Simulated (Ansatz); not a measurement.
# C2H5NSi: single points with varied inputs

Aim: run C2H5NSi under a spread of inputs, and see what each costs and gives.

Method: the settings change from run to run; program: Ansatz 0.2.0, Gaussian basis.

### 1 The molecule

An earlier PBE0-D4 in a triple-zeta def2 set relaxation fixed the geometry.

9 atoms, charge 0, spin multiplicity 1.

Atoms are counted from 1 here; the program's logs count them from 0.

Bond lengths: N1–C2 1.348 Å, N1–H5 1.007 Å, N1–H6 1.003 Å, C2–C3 1.345 Å, C2–Si4 1.811 Å, C3–Si4 1.791 Å, C3–H7 1.082 Å, Si4–H8 1.487 Å, Si4–H9 1.487 Å. Angles: C2–N1–H5 119.6°, C2–N1–H6 119.1°, H5–N1–H6 116.3°, N1–C2–C3 138.7°, N1–C2–Si4 153.9°, C3–C2–Si4 67.3°, C2–C3–Si4 68.9°, C2–C3–H7 136.6°, Si4–C3–H7 154.5°, C2–Si4–C3 43.8°, C2–Si4–H8 121.3°, C2–Si4–H9 121.6°, C3–Si4–H8 123.1°, C3–Si4–H9 123.2°, H8–Si4–H9 109.6°.

Coordinates:

```
atom    x (Å)    y (Å)    z (Å)
  N1   0.1231   1.1821  -1.1976
  C2   0.0891   0.1954  -0.2801
  C3   0.7719  -0.9210   0.0291
 Si4  -0.6331  -0.7013   1.1177
  H5   0.9410   1.2978  -1.7730
  H6  -0.4412   1.9990  -1.0570
  H7   1.6458  -1.4369  -0.3449
  H8  -0.5101  -0.1906   2.5092
  H9  -1.8982  -1.4707   0.9796
```

### 2 CCSD/def2-TZVP

Options: atoms shaken by 0.03 Å, correlated electrons set to all, 4 DIIS vectors.

File in.yaml:

```yaml
crystal:
  periodic: [false, false, false]
  atoms:
    - {symbol: N, position_ang: [0.102215, 1.148582, -1.196739]}
    - {symbol: C, position_ang: [0.081965, 0.236658, -0.268413]}
    - {symbol: C, position_ang: [0.753222, -0.944179, 0.001107]}
    - {symbol: Si, position_ang: [-0.638475, -0.654250, 1.129812]}
    - {symbol: H, position_ang: [0.930450, 1.251260, -1.735969]}
    - {symbol: H, position_ang: [-0.465527, 1.987197, -1.057678]}
    - {symbol: H, position_ang: [1.617315, -1.462055, -0.334374]}
    - {symbol: H, position_ang: [-0.535068, -0.215363, 2.488233]}
    - {symbol: H, position_ang: [-1.923576, -1.492145, 0.991050]}
basis:
  gaussian: {orbitals: def2-TZVP}
hamiltonian: {xc: {name: HF}}
correlation: {method: ccsd, electrons: all, diis_vectors: 4}
```

Started as:

```
$ ansatz run in.yaml --threads 2 --pin off --events-out ev --progress --plain --max-ram 4352MiB
```

Standard output:

```text
Functional definition: HF
  name "HF"
  cite "Fock, Z. Phys. 61, 126 (1930) doi:10.1007/BF01340294"
  parent pbe
  exchange = exact_x
  correlation = 0
1062 factors; integrals over basis functions are off by at most 1.1e-3 eV
mean field evaluation 1: about -11479.6481 eV, gradient 3.7e1 eV
mean field evaluation 2: about -11479.8737 eV, gradient 3.6e1 eV
mean field evaluation 4: about -11483.3879 eV, gradient 3.7e0 eV
mean field evaluation 8: about -11483.4437 eV, gradient 2.2e-1 eV
mean field evaluation 16: about -11479.6492 eV, gradient 3.6e1 eV
mean field -11483.44402380 eV, -422.0087841168 hartree, gradient 1.8e-6 eV, S^2 0.000000; 0 other end points of the search recorded, 0 dependent functions left out
reference -11483.44402380 eV, -422.0087841168 hartree; 19, 19 occupied and 141, 141 virtual orbitals, 1062 factors
second order -21.57972504 eV of doubles, -0.00000000 eV of singles
cycle   1  -21.90266082 eV  change   -3.2e-1 eV  update   9.8e-2
cycle   2  -22.41848292 eV  change   -5.2e-1 eV  update   3.0e-2
cycle   3  -22.51982210 eV  change   -1.0e-1 eV  update   1.5e-2
cycle   4  -22.50852176 eV  change    1.1e-2 eV  update   4.2e-3
cycle   5  -22.50821164 eV  change    3.1e-4 eV  update   1.9e-3
cycle   6  -22.50806538 eV  change    1.5e-4 eV  update   5.3e-4
cycle   7  -22.50790350 eV  change    1.6e-4 eV  update   2.1e-4
cycle   8  -22.50815435 eV  change   -2.5e-4 eV  update   8.0e-5
cycle   9  -22.50818604 eV  change   -3.2e-5 eV  update   2.8e-5
cycle  10  -22.50822246 eV  change   -3.6e-5 eV  update   1.1e-5
cycle  11  -22.50823307 eV  change   -1.1e-5 eV  update   4.5e-6
Total energy: -11505.95225687 eV, -422.8359464255 hartree
```

Wall time 33 s (2 threads of Arm Neoverse V1, shared host); peak memory 1.6 GiB.

T1 0.010.

### 3 B3LYP5/aug-cc-pVTZ

This run has charge +1, multiplicity 2.

File in.yaml:

```yaml
crystal:
  periodic: [false, false, false]
  atoms:
    - {symbol: N, position_ang: [0.123095, 1.182054, -1.197645]}
    - {symbol: C, position_ang: [0.089085, 0.195433, -0.280112]}
    - {symbol: C, position_ang: [0.771932, -0.921005, 0.029099]}
    - {symbol: Si, position_ang: [-0.633112, -0.701323, 1.117733]}
    - {symbol: H, position_ang: [0.941011, 1.297764, -1.773029]}
    - {symbol: H, position_ang: [-0.441189, 1.998999, -1.057035]}
    - {symbol: H, position_ang: [1.645848, -1.436946, -0.344860]}
    - {symbol: H, position_ang: [-0.510073, -0.190629, 2.509241]}
    - {symbol: H, position_ang: [-1.898196, -1.470746, 0.979609]}
basis:
  gaussian: {orbitals: aug-cc-pVTZ}
total_charge: 1
magnetization: {spin_polarized: true, initial_magnetization: 1}
hamiltonian: {xc: {name: B3LYP5}}
output: {forces: true}
```

Launched as before.

Standard output, cut to the lines that bear on the results:

```text
Functional definition: B3LYP5
  name "B3LYP5"
  cite "Stephens, Devlin, Chabalowski & Frisch, J. Phys. Chem. 98, 11623 (1994) doi:10.1021/j100096a001"
  cite "Becke, Phys. Rev. A 38, 3098 (1988) doi:10.1103/PhysRevA.38.3098"
  cite "Lee, Yang & Parr, Phys. Rev. B 37, 785 (1988) doi:10.1103/PhysRevB.37.785"
  cite "Vosko, Wilk & Nusair, Can. J. Phys. 58, 1200 (1980) doi:10.1139/p80-159"
[...]
1265 factors; their error is unknown
[...]
mean field -11511.34249699 eV, -423.0340340961 hartree, gradient 1.4e-5 eV, S^2 0.761964; 2 other end points of the search recorded, 0 dependent functions left out
[...]
reference -11511.34277161 eV, -423.0340441885 hartree; 19, 18 occupied and 284, 285 virtual orbitals, 1265 factors
Total energy: -11511.34277161 eV, -423.0340441885 hartree
Atom 0 at     0.123095     1.182054    -1.197645 Å, force     0.754681    -1.335654     1.603847 eV/Å
Atom 1 at     0.089085     0.195433    -0.280112 Å, force    -1.523769     3.169227    -1.760236 eV/Å
Atom 2 at     0.771932    -0.921005     0.029099 Å, force     2.096012    -1.910947    -0.316049 eV/Å
Atom 3 at    -0.633112    -0.701323     1.117733 Å, force    -1.608747    -0.208746     1.717376 eV/Å
Atom 4 at     0.941011     1.297764    -1.773029 Å, force     0.232361    -0.014720    -0.524187 eV/Å
Atom 5 at    -0.441189     1.998999    -1.057035 Å, force    -0.505261     0.284209    -0.129414 eV/Å
Atom 6 at     1.645848    -1.436946    -0.344860 Å, force     0.034464    -0.016040    -0.069001 eV/Å
Atom 7 at    -0.510073    -0.190629     2.509241 Å, force     0.272465     0.050732    -0.236763 eV/Å
Atom 8 at    -1.898196    -1.470746     0.979609 Å, force     0.247795    -0.018061    -0.285572 eV/Å
Dipole moment:     0.182113     0.386256    -0.349719 e Å
```

Wall time 20 s (2 threads of Arm Neoverse V1, shared host); peak memory 1 GiB.

Largest force 3.932 eV/Å, ⟨S²⟩ 0.762.

### 4 MP2/def2-mTZVP

Edit in.yaml of step 3 so:

```diff
@@ -13,6 +13,4 @@
 basis:
-  gaussian: {orbitals: aug-cc-pVTZ}
-total_charge: 1
-magnetization: {spin_polarized: true, initial_magnetization: 1}
-hamiltonian: {xc: {name: B3LYP5}}
-output: {forces: true}
+  gaussian: {orbitals: def2-mTZVP}
+hamiltonian: {xc: {name: HF}}
+correlation: {method: mp2}
```

The command is unchanged.

Standard output:

```text
Functional definition: HF
  name "HF"
  cite "Fock, Z. Phys. 61, 126 (1930) doi:10.1007/BF01340294"
  parent pbe
  exchange = exact_x
  correlation = 0
869 factors; integrals over basis functions are off by at most 1.0e-3 eV
mean field evaluation 1: about -11479.3698 eV, gradient 3.6e1 eV
mean field evaluation 2: about -11479.3751 eV, gradient 3.6e1 eV
mean field evaluation 4: about -11482.7692 eV, gradient 3.4e0 eV
mean field evaluation 8: about -11482.8139 eV, gradient 2.4e-1 eV
mean field -11482.81415703 eV, -421.9856369400 hartree, gradient 4.7e-6 eV, S^2 0.000000; 0 other end points of the search recorded, 0 dependent functions left out
8 core orbitals not correlated: weight in the atoms' cores, before any rotation towards them, 1.000 or more for the frozen orbitals, at most 0.000 for the correlated occupied ones
reference -11482.81415703 eV, -421.9856369400 hartree; 11, 11 occupied and 75, 75 virtual orbitals, 869 factors
second order -14.03299398 eV of doubles, -0.00000000 eV of singles
Total energy: -11496.84715101 eV, -422.5013399569 hartree
```

Wall time 0.65 s (2 threads of Arm Neoverse V1, shared host).

### 5 B3LYP/aug-pcseg-2

Set apart from the defaults: charge +1, multiplicity 2, density fitting with def2-universal-jkfit, the search for lower states set to full.

Edit in.yaml of step 4 so:

```diff
@@ -13,4 +13,7 @@
 basis:
-  gaussian: {orbitals: def2-mTZVP}
-hamiltonian: {xc: {name: HF}}
-correlation: {method: mp2}
+  gaussian: {orbitals: aug-pcseg-2, fitting: {mean_field: def2-universal-jkfit}}
+total_charge: 1
+magnetization: {spin_polarized: true, initial_magnetization: 1}
+hamiltonian: {xc: {name: B3LYP}}
+scf: {lower_state_search: full}
+output: {forces: true}
```

Same command.

Standard output, cut to the lines that bear on the results:

```text
Functional definition: B3LYP
  name "B3LYP"
  cite "Stephens, Devlin, Chabalowski & Frisch, J. Phys. Chem. 98, 11623 (1994) doi:10.1021/j100096a001"
  cite "Becke, Phys. Rev. A 38, 3098 (1988) doi:10.1103/PhysRevA.38.3098"
  cite "Lee, Yang & Parr, Phys. Rev. B 37, 785 (1988) doi:10.1103/PhysRevB.37.785"
  cite "Vosko, Wilk & Nusair, Can. J. Phys. 58, 1200 (1980) doi:10.1139/p80-159"
[...]
445 factors; integrals over basis functions are off by at most 1.3e0 eV
[...]
mean field -11515.37061422 eV, -423.1820646740 hartree, gradient 4.6e-5 eV, S^2 0.761759; 9 other end points of the search recorded, 0 dependent functions left out
[...]
reference -11515.37088750 eV, -423.1820747171 hartree; 19, 18 occupied and 284, 285 virtual orbitals, 445 factors
Total energy: -11515.37088750 eV, -423.1820747171 hartree
Atom 0 at     0.123095     1.182054    -1.197645 Å, force     0.770390    -1.332490     1.615396 eV/Å
Atom 1 at     0.089085     0.195433    -0.280112 Å, force    -1.586854     3.124405    -1.677840 eV/Å
Atom 2 at     0.771932    -0.921005     0.029099 Å, force     2.006105    -1.909373    -0.233592 eV/Å
Atom 3 at    -0.633112    -0.701323     1.117733 Å, force    -1.501170    -0.171961     1.591862 eV/Å
Atom 4 at     0.941011     1.297764    -1.773029 Å, force     0.212841    -0.016092    -0.515295 eV/Å
Atom 5 at    -0.441189     1.998999    -1.057035 Å, force    -0.494387     0.266808    -0.135341 eV/Å
Atom 6 at     1.645848    -1.436946    -0.344860 Å, force     0.020272    -0.004388    -0.065975 eV/Å
Atom 7 at    -0.510073    -0.190629     2.509241 Å, force     0.275670     0.034248    -0.290750 eV/Å
Atom 8 at    -1.898196    -1.470746     0.979609 Å, force     0.297133     0.008843    -0.288466 eV/Å
Dipole moment:     0.182763     0.387488    -0.351177 e Å
```

It took 65 s on 2 threads of Arm Neoverse V1, shared host; peak memory 0.99 GiB.

Largest force 3.885 eV/Å, ⟨S²⟩ 0.762.

### 6 wB97X/aug-pcseg-2

Set apart from the defaults: multiplicity 3, density fitting with cc-pVTZ-jkfit, high accuracy.

Edit in.yaml of step 5 so:

```diff
@@ -13,7 +13,6 @@
 basis:
-  gaussian: {orbitals: aug-pcseg-2, fitting: {mean_field: def2-universal-jkfit}}
-total_charge: 1
-magnetization: {spin_polarized: true, initial_magnetization: 1}
-hamiltonian: {xc: {name: B3LYP}}
-scf: {lower_state_search: full}
+  gaussian: {orbitals: aug-pcseg-2, fitting: {mean_field: cc-pVTZ-jkfit}}
+magnetization: {spin_polarized: true, initial_magnetization: 2}
+hamiltonian: {xc: {name: wB97X}}
+accuracy: high
 output: {forces: true}
```

Launched as before.

Standard output, cut to the lines that bear on the results:

```text
Functional definition: wB97X
  name "wB97X"
  cite "Chai & Head-Gordon, J. Chem. Phys. 128, 084106 (2008) doi:10.1063/1.2834918"
  cite "Becke, J. Chem. Phys. 107, 8554 (1997) doi:10.1063/1.475007"
[...]
  # The coefficients of nought are those of the uniform gas.
[...]
      + exact_x_lr(omega)
[...]
      + integral(e_c_pw_opposite_spin*poly(b97_u_opposite, 1, cos1, cos2, cos3, cos4))
508 factors; integrals over basis functions are off by at most 8.2e-1 eV
508 factors; integrals over basis functions are off by at most 1.3e-2 eV
[...]
mean field -11517.32430505 eV, -423.2538614877 hartree, gradient 6.0e-8 eV, S^2 2.011753; 6 other end points of the search recorded, 0 dependent functions left out
[...]
reference -11517.32430127 eV, -423.2538613488 hartree; 20, 18 occupied and 283, 285 virtual orbitals, 508 factors
Total energy: -11517.32430127 eV, -423.2538613488 hartree
Atom 0 at     0.123095     1.182054    -1.197645 Å, force     0.464026     0.141827    -0.650000 eV/Å
Atom 1 at     0.089085     0.195433    -0.280112 Å, force    -5.020491     5.649365     0.026472 eV/Å
Atom 2 at     0.771932    -0.921005     0.029099 Å, force     4.995312    -6.449282     0.754003 eV/Å
Atom 3 at    -0.633112    -0.701323     1.117733 Å, force    -0.768660     0.797621     0.071913 eV/Å
Atom 4 at     0.941011     1.297764    -1.773029 Å, force     0.016197     0.071194    -0.004462 eV/Å
Atom 5 at    -0.441189     1.998999    -1.057035 Å, force    -0.007867     0.005681    -0.036081 eV/Å
Atom 6 at     1.645848    -1.436946    -0.344860 Å, force    -0.135529    -0.018751     0.099100 eV/Å
Atom 7 at    -0.510073    -0.190629     2.509241 Å, force     0.197910    -0.114694    -0.155232 eV/Å
Atom 8 at    -1.898196    -1.470746     0.979609 Å, force     0.259102    -0.082961    -0.105713 eV/Å
Dipole moment:     0.021612     0.401809    -0.211875 e Å
```

It took 2.2 min on 2 threads of Arm Neoverse V1, shared host; peak memory 1.5 GiB.

Largest force 8.192 eV/Å, dipole 2.18 D, ⟨S²⟩ 2.012.

### 7 revPBE/aug-cc-pVTZ

Options: D4 dispersion.

Edit in.yaml of step 6 so:

```diff
@@ -13,6 +13,3 @@
 basis:
-  gaussian: {orbitals: aug-pcseg-2, fitting: {mean_field: cc-pVTZ-jkfit}}
-magnetization: {spin_polarized: true, initial_magnetization: 2}
-hamiltonian: {xc: {name: wB97X}}
-accuracy: high
-output: {forces: true}
+  gaussian: {orbitals: aug-cc-pVTZ}
+hamiltonian: {xc: {name: revPBE}, dispersion: d4}
```

The command is unchanged.

Standard output:

```text
Functional definition: revPBE
  name "revPBE"
  cite "Zhang & Yang, Phys. Rev. Lett. 80, 890 (1998) doi:10.1103/PhysRevLett.80.890"
  cite "Perdew, Burke & Ernzerhof, Phys. Rev. Lett. 77, 3865 (1996) doi:10.1103/PhysRevLett.77.3865"
  parameter kappa = 1.245
  parameter beta = 0.06672455060314922
  exchange = pbe_x(kappa = kappa, mu = beta*pi^2/3)
  correlation = pbe_c(beta = beta)
1253 factors; their error is unknown
mean field evaluation 1: about -11504.5804 eV, gradient 8.2e1 eV
mean field evaluation 2: about -11403.2573 eV, gradient 1.8e2 eV
mean field evaluation 4: about -11519.1197 eV, gradient 2.2e1 eV
mean field evaluation 8: about -11520.2862 eV, gradient 3.3e-1 eV
mean field evaluation 16: about -11520.2540 eV, gradient 4.0e-4 eV
mean field -11520.25395632 eV, -423.3615241861 hartree, gradient 3.8e-5 eV, S^2 0.000000; 0 other end points of the search recorded, 0 dependent functions left out
reference -11520.25405012 eV, -423.3615276332 hartree; 19, 19 occupied and 284, 284 virtual orbitals, 1253 factors
Total energy: -11520.79551483 eV, -423.3814260944 hartree
```

It took 4.9 s on 2 threads of Arm Neoverse V1, shared host.

### 8 LC-wPBE/aug-cc-pVTZ

Set apart from the defaults: finite nuclei, the search for lower states set to full.

Edit in.yaml of step 7 so:

```diff
@@ -13,3 +13,4 @@
 basis:
-  gaussian: {orbitals: aug-cc-pVTZ}
-hamiltonian: {xc: {name: revPBE}, dispersion: d4}
+  gaussian: {orbitals: aug-cc-pVTZ, nuclear_model: gaussian}
+hamiltonian: {xc: {name: LC-wPBE}}
+scf: {lower_state_search: full}
```

Same command.

Standard output, cut to the lines that bear on the results:

```text
Functional definition: LC-wPBE
  name "LC-wPBE"
  cite "Vydrov & Scuseria, J. Chem. Phys. 125, 234109 (2006) doi:10.1063/1.2409292"
  cite "Heyd & Scuseria, J. Chem. Phys. 120, 7274 (2004) doi:10.1063/1.1668634"
  cite "Ernzerhof & Perdew, J. Chem. Phys. 109, 3313 (1998) doi:10.1063/1.476928"
  cite "Perdew, Burke & Ernzerhof, Phys. Rev. Lett. 77, 3865 (1996) doi:10.1103/PhysRevLett.77.3865"
  parent pbe
[...]
1253 factors; their error is unknown
682 factors; integrals over basis functions are off by at most 3.1e-5 eV
[...]
mean field -11517.85167721 eV, -423.2732420570 hartree, gradient 6.3e-5 eV, S^2 0.000000; 0 other end points of the search recorded, 0 dependent functions left out
reference -11517.85167722 eV, -423.2732420574 hartree; 19, 19 occupied and 284, 284 virtual orbitals, 1253 factors
Total energy: -11517.85167722 eV, -423.2732420574 hartree
```

It took 6.5 s on 2 threads of Arm Neoverse V1, shared host; peak memory 0.76 GiB.

### 9 B3LYP5/aug-cc-pVTZ

Options: charge -1, multiplicity 2, high accuracy.

Edit in.yaml of step 8 so:

```diff
@@ -13,4 +13,6 @@
 basis:
-  gaussian: {orbitals: aug-cc-pVTZ, nuclear_model: gaussian}
-hamiltonian: {xc: {name: LC-wPBE}}
-scf: {lower_state_search: full}
+  gaussian: {orbitals: aug-cc-pVTZ}
+total_charge: -1
+magnetization: {spin_polarized: true, initial_magnetization: 1}
+hamiltonian: {xc: {name: B3LYP5}}
+accuracy: high
```

The command is unchanged.

Standard output, cut to the lines that bear on the results:

```text
Functional definition: B3LYP5
  name "B3LYP5"
  cite "Stephens, Devlin, Chabalowski & Frisch, J. Phys. Chem. 98, 11623 (1994) doi:10.1021/j100096a001"
  cite "Becke, Phys. Rev. A 38, 3098 (1988) doi:10.1103/PhysRevA.38.3098"
  cite "Lee, Yang & Parr, Phys. Rev. B 37, 785 (1988) doi:10.1103/PhysRevB.37.785"
  cite "Vosko, Wilk & Nusair, Can. J. Phys. 58, 1200 (1980) doi:10.1139/p80-159"
[...]
4527 factors; integrals over basis functions are off by at most 3.6e-9 eV
[...]
mean field -11519.31460924 eV, -423.3270038179 hartree, gradient 9.5e-8 eV, S^2 0.750057; 10 other end points of the search recorded, 0 dependent functions left out
reference -11519.31464366 eV, -423.3270050827 hartree; 20, 19 occupied and 283, 284 virtual orbitals, 4527 factors
Total energy: -11519.31464366 eV, -423.3270050827 hartree
```

It took 2.6 min on 2 threads of Arm Neoverse V1, shared host; peak memory 3 GiB.

⟨S²⟩ 0.750.

### 10 r2SCAN0/def2-mTZVPP

Set apart from the defaults: coordinates scaled by 1.12, D3(BJ) with three-body dispersion.

File in.yaml:

```yaml
crystal:
  periodic: [false, false, false]
  atoms:
    - {symbol: N, position_ang: [0.137866, 1.323901, -1.341362]}
    - {symbol: C, position_ang: [0.099775, 0.218885, -0.313726]}
    - {symbol: C, position_ang: [0.864564, -1.031526, 0.032590]}
    - {symbol: Si, position_ang: [-0.709086, -0.785481, 1.251861]}
    - {symbol: H, position_ang: [1.053933, 1.453496, -1.985793]}
    - {symbol: H, position_ang: [-0.494132, 2.238879, -1.183880]}
    - {symbol: H, position_ang: [1.843350, -1.609380, -0.386243]}
    - {symbol: H, position_ang: [-0.571282, -0.213505, 2.810350]}
    - {symbol: H, position_ang: [-2.125979, -1.647236, 1.097163]}
basis:
  gaussian: {orbitals: def2-mTZVPP}
hamiltonian: {xc: {name: r2SCAN0}, dispersion: d3bjatm}
output: {forces: true}
```

Same command.

Standard output, cut to the lines that bear on the results:

```text
Functional definition: r2SCAN0
  name "r2SCAN0"
  cite "Bursch, Neugebauer, Ehlert & Grimme, J. Chem. Phys. 156, 134105 (2022) doi:10.1063/5.0086040"
  cite "Furness, Kaplan, Ning, Perdew & Sun, J. Phys. Chem. Lett. 11, 8208 (2020) doi:10.1021/acs.jpclett.0c02405"
  cite "Furness, Kaplan, Ning, Perdew & Sun, J. Phys. Chem. Lett. 11, 9248 (2020) doi:10.1021/acs.jpclett.0c03077"
  parent r2scan
[...]
1054 factors; integrals over basis functions are off by at most 1.1e-3 eV
[...]
mean field -11515.92292577 eV, -423.2023617493 hartree, gradient 6.0e-5 eV, S^2 0.000000; 0 other end points of the search recorded, 0 dependent functions left out
[...]
reference -11515.92293431 eV, -423.2023620631 hartree; 19, 19 occupied and 95, 95 virtual orbitals, 1054 factors
Total energy: -11515.97717864 eV, -423.2043555053 hartree
Atom 0 at     0.137866     1.323901    -1.341362 Å, force     0.589921    -0.151248     1.033615 eV/Å
Atom 1 at     0.099775     0.218885    -0.313726 Å, force     1.957710    -2.285375     0.328851 eV/Å
Atom 2 at     0.864564    -1.031526     0.032590 Å, force    -2.461383     3.623868    -0.846667 eV/Å
Atom 3 at    -0.709086    -0.785481     1.251861 Å, force     1.559678     0.615400    -1.948295 eV/Å
Atom 4 at     1.053933     1.453496    -1.985793 Å, force    -3.178598    -0.466363     2.567829 eV/Å
Atom 5 at    -0.494132     2.238879    -1.183880 Å, force     2.436266    -3.374802    -0.297644 eV/Å
Atom 6 at     1.843350    -1.609380    -0.386243 Å, force    -2.712327     1.621346     1.149507 eV/Å
Atom 7 at    -0.571282    -0.213505     2.810350 Å, force    -0.182930    -0.800418    -2.192455 eV/Å
Atom 8 at    -2.125979    -1.647236     1.097163 Å, force     1.991664     1.217591     0.205261 eV/Å
Dipole moment:     0.032329     0.297762    -0.100667 e Å
```

Run time: 3.8 s. Hardware: 2 threads of Arm Neoverse V1, shared host.

Largest force 4.462 eV/Å, dipole 1.52 D.

### 11 The runs in one table

```
              level  charge  multiplicity  geometry  functions  energy (eV)     time
     CCSD/def2-TZVP       0             1    shaken        160   -11505.952     33 s
 B3LYP5/aug-cc-pVTZ       1             2   relaxed        303   -11511.343     20 s
     MP2/def2-mTZVP       0             1   relaxed         94   -11496.847   0.65 s
  B3LYP/aug-pcseg-2       1             2   relaxed        303   -11515.371     65 s
  wB97X/aug-pcseg-2       0             3   relaxed        303   -11517.324  2.2 min
 revPBE/aug-cc-pVTZ       0             1   relaxed        303   -11520.796    4.9 s
LC-wPBE/aug-cc-pVTZ       0             1   relaxed        303   -11517.852    6.5 s
 B3LYP5/aug-cc-pVTZ      -1             2   relaxed        303   -11519.315  2.6 min
r2SCAN0/def2-mTZVPP       0             1    scaled        114   -11515.977    3.8 s
```

### 12 What came out

| quantity | value |
| --- | --- |
| runs | 9 |
| quickest | MP2/def2-mTZVP, 0.65 s |
| slowest | B3LYP5/aug-cc-pVTZ, 2.6 min |
| spread of total energies, same state and geometry | 23.9 eV |

In words: B3LYP5/aug-cc-pVTZ took 240 times as long as MP2/def2-mTZVP. The jobs differ in tasks and options as well as level. The totals spread over 24 eV; they can't be compared across methods or bases.
